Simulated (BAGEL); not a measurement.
# CH3FGe (SMILES [CH3][Ge][F]) at PBE0/cc-pVDZ (density fitting with qzvpp-jkfit)

Aim: the energy change on altering one bond length of CH3FGe at PBE0/cc-pVDZ (density fitting with qzvpp-jkfit), from 2 runs. 

Program for the calculation: BAGEL 1.2.2.

1 further run of the same task is left out (set aside as unsound or not needed).

## 1. The system as given

CH3FGe: 6 atoms, total charge 0, spin state singlet. SMILES: `[CH3][Ge][F]`. The coordinates come from a PBE0-D4/def2-TZVP relaxation.

Bond lengths: C1–Ge2 1.981 Å, Ge2–F3 1.766 Å, C1–H4 1.092 Å, C1–H5 1.095 Å, C1–H6 1.095 Å. Angles: C1–Ge2–F3 95.0°, Ge2–C1–H4 112.8°, Ge2–C1–H5 108.9°, Ge2–C1–H6 109.0°, H4–C1–H5 109.4°, H4–C1–H6 109.5°, H5–C1–H6 107.1°.

## 2. A single-point energy at PBE0/cc-pVDZ (density fitting with qzvpp-jkfit)

job.json

```json
{ "bagel": [

{
  "title": "molecule",
  "basis": "cc-pvdz.json",
  "df_basis": "qzvpp-jkfit",
  "angstrom": true,
  "geometry": [
    { "atom": "C", "xyz": [   -0.297300,    0.450300,   -0.197800 ] },
    { "atom": "Ge", "xyz": [    1.362700,   -0.249000,    0.627600 ] },
    { "atom": "F", "xyz": [    0.852000,   -1.939400,    0.592000 ] },
    { "atom": "H", "xyz": [   -0.282700,    1.534200,   -0.326300 ] },
    { "atom": "H", "xyz": [   -1.150400,    0.170400,    0.429400 ] },
    { "atom": "H", "xyz": [   -0.442100,   -0.030400,   -1.171000 ] }
  ]
},
{ "title": "ks", "xc_func": "pbe0" },
{ "title": "print", "file": "orbitals.molden", "orbitals": true }

]}
```

The basis set cc-pVDZ is read from a file made from the Basis Set Exchange's data (not shown).

Launch:

```sh
BAGEL_NUM_THREADS=1 BAGEL job.json > job.out
```

The log of the run:

```text
* using 1 threads per process

  ===============================================================
  ===============================================================

  *** Geometry ***

  { "atom" : "C", "xyz" : [     -0.561816,      0.850944,     -0.373788 ] },
  { "atom" : "Ge", "xyz" : [      2.575130,     -0.470542,      1.185992 ] },
  { "atom" : "F", "xyz" : [      1.610047,     -3.664935,      1.118718 ] },
  { "atom" : "H", "xyz" : [     -0.534226,      2.899218,     -0.616618 ] },
  { "atom" : "H", "xyz" : [     -2.173941,      0.322009,      0.811448 ] },
  { "atom" : "H", "xyz" : [     -0.835448,     -0.057448,     -2.212869 ] },

  Number of auxiliary basis functions:      472

  Since a DF basis is specified, we compute 2- and 3-index integrals:
    o Being stored without compression. Storage requirement is 0.019 GB

  Number of basis functions:       70
  Number of electrons      :       50

    * METHOD: MOLECULE                             0.21

  *** Kohn-Sham DFT ***

    * Removing 9746 points whose weight is below 1.00e-10
    * Grid points: 79690

  === Nuclear Repulsion ===
   181.7766031298

       - DIIS with orbital gradients will be used.

  === KS iteration (pbe0 / cc-pvdz.json) ===
      0      -2194.95065887          0.11193506           0.25
      1      -2059.93221685          0.24047942           0.24
      2      -2188.67292965          0.10150112           0.24
      3      -2177.08171567          0.12868459           0.24
      4      -2215.74695772          0.03551084           0.25
      5      -2216.17088712          0.01856489           0.25
      6      -2216.28667463          0.00928132           0.25
      7      -2216.33566318          0.00192286           0.24
      8      -2216.33746821          0.00041252           0.24
      9      -2216.33752578          0.00009522           0.24
     10      -2216.33752865          0.00005183           0.24
     11      -2216.33752985          0.00000610           0.25
     12      -2216.33752987          0.00000113           0.24
     13      -2216.33752987          0.00000033           0.24
     14      -2216.33752987          0.00000017           0.25
     15      -2216.33752987          0.00000007           0.24
     16      -2216.33752987          0.00000001           0.24
     17      -2216.33752987          0.00000000           0.24
    * SCF iteration converged.

    * Permanent dipole moment:
           (    0.081196,    -0.760479,     0.123122) a.u.

    * METHOD: KS                                   4.77

    * METHOD: PRINT                                0.01

  ===============================================================
```

Run time: 5.4 s. Hardware: 1 thread of Arm Neoverse V1, shared host; peak memory 0.31 GiB.

## 3. The distorted shape, same level

dft.json

```json
{ "bagel": [

{
  "title": "molecule",
  "basis": "cc-pvdz.json",
  "df_basis": "qzvpp-jkfit",
  "angstrom": "true",
  "geometry": [
    { "atom": "C", "xyz": [    0.129228,    0.590243,   -0.511384 ] },
    { "atom": "Ge", "xyz": [    1.789228,   -0.109057,    0.314016 ] },
    { "atom": "F", "xyz": [    1.278528,   -1.799457,    0.278416 ] },
    { "atom": "H", "xyz": [    0.143828,    1.674143,   -0.639884 ] },
    { "atom": "H", "xyz": [   -1.150400,    0.170400,    0.429400 ] },
    { "atom": "H", "xyz": [   -0.015572,    0.109543,   -1.484584 ] }
  ]
},
{
  "title": "ks",
  "xc_func": "pbe0"
},
{
  "title": "print",
  "file": "orbitals.molden",
  "orbitals": "true"
}

]}
```

The basis set cc-pVDZ is read from a file made from the Basis Set Exchange's data (not shown).

Launch:

```sh
BAGEL_NUM_THREADS=1 BAGEL dft.json > dft.out
```

The log of the run:

```text
* using 1 threads per process

  ===============================================================
  ===============================================================

  *** Geometry ***

  { "atom" : "C", "xyz" : [      0.244206,      1.115398,     -0.966376 ] },
  { "atom" : "Ge", "xyz" : [      3.381151,     -0.206088,      0.593404 ] },
  { "atom" : "F", "xyz" : [      2.416068,     -3.400481,      0.526130 ] },
  { "atom" : "H", "xyz" : [      0.271796,      3.163672,     -1.209206 ] },
  { "atom" : "H", "xyz" : [     -2.173941,      0.322009,      0.811448 ] },
  { "atom" : "H", "xyz" : [     -0.029427,      0.207006,     -2.805457 ] },

  Number of auxiliary basis functions:      472

  Since a DF basis is specified, we compute 2- and 3-index integrals:
    o Being stored without compression. Storage requirement is 0.019 GB

  Number of basis functions:       70
  Number of electrons      :       50

    * METHOD: MOLECULE                             0.21

  *** Kohn-Sham DFT ***

    * Removing 9165 points whose weight is below 1.00e-10
    * Grid points: 80271

  === Nuclear Repulsion ===
   179.6762461905

       - DIIS with orbital gradients will be used.

  === KS iteration (pbe0 / cc-pvdz.json) ===
      0      -2195.15316919          0.11095851           0.25
      1      -2061.77807798          0.24159994           0.24
      2      -2189.41375707          0.09946471           0.24
      3      -2177.57648645          0.12315544           0.24
      4      -2215.42397090          0.04041182           0.24
      5      -2216.14358625          0.01516192           0.24
      6      -2216.22575595          0.00835948           0.24
      7      -2216.26281468          0.00204851           0.24
      8      -2216.26330371          0.00154442           0.24
      9      -2216.26454208          0.00043206           0.24
     10      -2216.26463706          0.00007265           0.24
     11      -2216.26463921          0.00001256           0.24
     12      -2216.26463927          0.00000678           0.24
     13      -2216.26463928          0.00000472           0.24
     14      -2216.26463929          0.00000040           0.24
     15      -2216.26463929          0.00000011           0.25
     16      -2216.26463929          0.00000013           0.24
     17      -2216.26463929          0.00000002           0.25
     18      -2216.26463929          0.00000000           0.24
    * SCF iteration converged.

    * Permanent dipole moment:
           (   -0.050769,    -0.778634,     0.175566) a.u.

    * METHOD: KS                                   4.97

    * METHOD: PRINT                                0.01

  ===============================================================
```

It took 5.4 s on 1 thread of Arm Neoverse V1, shared host; peak memory 0.31 GiB.

## 4. What came out

Level: PBE0/cc-pVDZ (density fitting with qzvpp-jkfit).

| quantity | value |
| --- | --- |
| first shape: total energy | -2216.33753 Eh |
| first shape: dipole moment | 1.97 D |
| first shape: HOMO energy | -6.72 eV |
| first shape: LUMO energy | -2.24 eV |
| first shape: HOMO–LUMO gap | 4.48 eV |
| distorted shape: total energy | -2216.26464 Eh |
| distorted shape: dipole moment | 2.03 D |
| distorted shape: HOMO energy | -6.84 eV |
| distorted shape: LUMO energy | -2.42 eV |
| distorted shape: HOMO–LUMO gap | 4.42 eV |
| energy change with the C1–H5 bond stretched from 1.095 to 1.643 Å | 1.983 eV |

With the C1–H5 bond stretched from 1.095 to 1.643 Å the energy rises by 1.98 eV (191 kJ/mol). The first shape isn't relaxed at this level, so the change isn't measured from a minimum.
